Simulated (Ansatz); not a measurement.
# FGeH3S: one species, many methods

The task here is to estimate one member of a computed series from the others.

The runs use Ansatz 0.2.0, Gaussian basis; functionals in def2-TZVPP, the program's frozen cores in correlated methods.

Plan: LDA (SPW92), PBE-D4, revPBE-D4, BLYP-D4, r2SCAN-D4, B97M-V, PBE0-D4, B3LYP-D4, r2SCANh-D4, r2SCAN0-D4, HSE06-D4, BHLYP-D4, CAM-B3LYP-D4, LC-ωPBE, ωB97X-V, ωB97M-V, B2PLYP, PBE-QIDH; CCSD(T)/def2-SVP; CCSD(T)/def2-TZVPP; MP2/def2-QZVPP; extrapolation to the limit; RPA on PBE.

**The relaxed structure**

An earlier PBE0-D4 in a triple-zeta def2 set relaxation fixed the geometry.

SMILES `[F][GeH2][SH]`, 6 atoms, charge 0, spin multiplicity 1.

Atoms are counted from 1 here; the program's logs count them from 0.

Bond lengths: F1–Ge2 1.741 Å, Ge2–S3 2.200 Å, Ge2–H4 1.532 Å, Ge2–H5 1.530 Å, S3–H6 1.343 Å. Angles: F1–Ge2–S3 109.3°, F1–Ge2–H4 105.1°, F1–Ge2–H5 106.5°, S3–Ge2–H4 112.0°, S3–Ge2–H5 107.9°, H4–Ge2–H5 115.8°, Ge2–S3–H6 94.0°.

The first run:

Contents of in.yaml:

```yaml
crystal:
  periodic: [false, false, false]
  atoms:
    - {symbol: F, position_ang: [-1.827030, 0.202731, 0.284734]}
    - {symbol: Ge, position_ang: [-0.256785, 0.103052, -0.460082]}
    - {symbol: S, position_ang: [1.293391, 0.470052, 1.056798]}
    - {symbol: H, position_ang: [-0.176018, -1.316451, -1.029834]}
    - {symbol: H, position_ang: [-0.189842, 1.236820, -1.485235]}
    - {symbol: H, position_ang: [1.198386, -0.760303, 1.587319]}
basis:
  gaussian: {orbitals: def2-TZVPP}
hamiltonian: {xc: lda}
output: {orbitals: {seedname: orbitals}}
```

Among the steps run: LDA; PBE-D4 (GGA); revPBE-D4 (GGA); BLYP-D4 (GGA); r2SCAN-D4 (meta-GGA); B97M-V (meta-GGA); PBE0-D4 (hybrid); B3LYP-D4 (hybrid); r2SCANh-D4 (hybrid); r2SCAN0-D4 (hybrid); HSE06-D4 (hybrid); BHLYP-D4 (hybrid); CAM-B3LYP-D4 (range-separated); LC-ωPBE-D4 (range-separated; the results give it without D4); ωB97X-V (range-separated); ωB97M-V (range-separated); B2PLYP (double hybrid); PBE-QIDH (double hybrid).

One of the session's tables, all rows but one given; the rest of the session is left out.

It belongs to the step «Orbital energies across the functionals». 

```
  functional  HOMO (eV)  gap (eV)
 LDA (SPW92)          ?         ?
      PBE-D4      -6.69      5.58
   revPBE-D4      -6.64      5.62
     BLYP-D4      -6.52      5.45
   r2SCAN-D4      -6.99      6.20
      B97M-V      -7.08      6.20
     PBE0-D4      -7.95      7.83
    B3LYP-D4      -7.69      7.24
  r2SCANh-D4      -7.45      7.01
  r2SCAN0-D4      -8.15      8.22
    HSE06-D4      -7.55      7.05
    BHLYP-D4      -9.06      9.87
CAM-B3LYP-D4      -9.28     10.17
     LC-ωPBE     -10.72     12.85
     ωB97X-V     -10.34     12.36
     ωB97M-V     -10.16     11.96
```

Q: Estimate the row for LDA (SPW92) from the others.

**Answer.** HOMO (eV): -6.82; gap (eV): 5.49. In the column «HOMO (eV)» it lies between r2SCAN-D4 (-6.99) and PBE-D4 (-6.69).
